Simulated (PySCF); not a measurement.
# C4H7NSi: the cost of one run

The runs use PySCF 2.14.0, with density-fitted response routines of our own; the level of theory stands in each step. All values are computed, except where a source is named. Atoms are numbered from 0 throughout.

## 1. Starting geometry

13 atoms, charge 0, multiplicity 1; geometry from: GFN2-xTB.

Bonds of the start (Å): C0–C1 1.20, C1–C2 1.44, C2–N3 1.47, N3–C4 1.46, C4–Si5 1.91, Si5–C2 1.94, C0–H6 1.05, C2–H7 1.10, N3–H8 1.01, C4–H9 1.10, C4–H10 1.09, Si5–H11 1.46, Si5–H12 1.46.

## 2. Ultraviolet spectrum: PBE0/def2-SVPD

Job settings and geometry (Å):

```
{"job": {"kind": "uv", "xc": "PBE0", "basis": "def2-SVPD", "nstates": 8, "ntriplets": 3}, "charge": 0, "multiplicity": 1}
C      2.913264    -0.484481     0.170351
C      1.757391    -0.361200    -0.120520
C      0.366287    -0.221068    -0.458507
N     -0.521421    -0.998251     0.417527
C     -1.691128    -0.128547     0.531085
Si    -0.601296     1.373790     0.060128
H      3.926017    -0.589210     0.422879
H      0.241720    -0.455561    -1.529686
H     -0.704068    -1.947128     0.112335
H     -2.487701    -0.352077    -0.192394
H     -2.125170    -0.182326     1.531240
H     -0.017317     2.100331     1.180043
H     -1.060966     2.246215    -1.020799
```

With the program's defaults for keys left out, this is: TDDFT PBE0/def2-SVPD, vertical, gas phase, core orbitals frozen in the response.

Command:

```console
> OMP_NUM_THREADS=1 python probes_run.py task.json out
```

One launch serves the whole session: the jobs run in the order shown.

**Question.** How long does this first job take on 1 thread of Arm Neoverse N1, shared host, and how much memory does it need?

About 43 s, with a peak of 0.66 GiB.
